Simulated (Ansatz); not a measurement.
Wanted: the native input for an Ansatz 0.2.0 run.

```yaml
Task: single point
Functional: PBE
Potentials_or_basis: Ansatz PAW
Cutoff: "420 eV (not typed: the program's choice for these potentials)"
k_mesh: 11 × 11 × 11
Occupations: fermi-dirac, width 0.05 eV
Spin: no spin polarisation
```

The system is Be3Si.

```
CELL_PARAMETERS angstrom
-1.70557 1.70557 3.42313
1.70557 -1.70557 3.42313
1.70557 1.70557 -3.42313
ATOMIC_POSITIONS crystal
Si 0.99124 0.00283 0.99686
Be 0.49634 0.50467 0.00583
Be 0.25356 0.74554 0.48214
Be 0.74588 0.25111 0.49279
```

The cell comes from a database or a generator and needn't be the stable form of this composition.

The cell isn't the ideal one: atoms moved at random, drawn with an rms of 0.05 Å.

One way to write it, as run:

input.yaml

```yaml
crystal:
  lattice:
    - [-1.705566, 1.705566, 3.423133]
    - [1.705566, -1.705566, 3.423133]
    - [1.705566, 1.705566, -3.423133]
  atoms:
    - { symbol: Si, position: [-0.008761, 0.002826, -0.003137] }
    - { symbol: Be, position: [0.496337, 0.504673, 0.005832] }
    - { symbol: Be, position: [0.253559, 0.74554, 0.482141] }
    - { symbol: Be, position: [0.745884, 0.251107, 0.492795] }
hamiltonian:
  xc: pbe
  pseudopotentials: { kind: paw }
kpoints:
  mp_grid: { grid: [11, 11, 11] }
scf:
  occupations: { method: fermi_dirac, width: 0.05 }
output:
  forces: true
  stress: true
  eigenvalues: true
```

Potentials or basis: Ansatz PAW.

Command:

```bash
$ ansatz run input.yaml --threads 2 --pin off --max-ram 5120MiB --backend cpu --events-out ev --progress --plain --runs-dir out
```

It gave:

```
Pressure               : -0.8 GPa
Largest force          : 0.332 eV/Å
Band gap on the k mesh : none (metal or under the smearing width)
```

It took 12 s on 2 threads of Arm Neoverse V1 (shared host), peak memory 0.61 GiB.
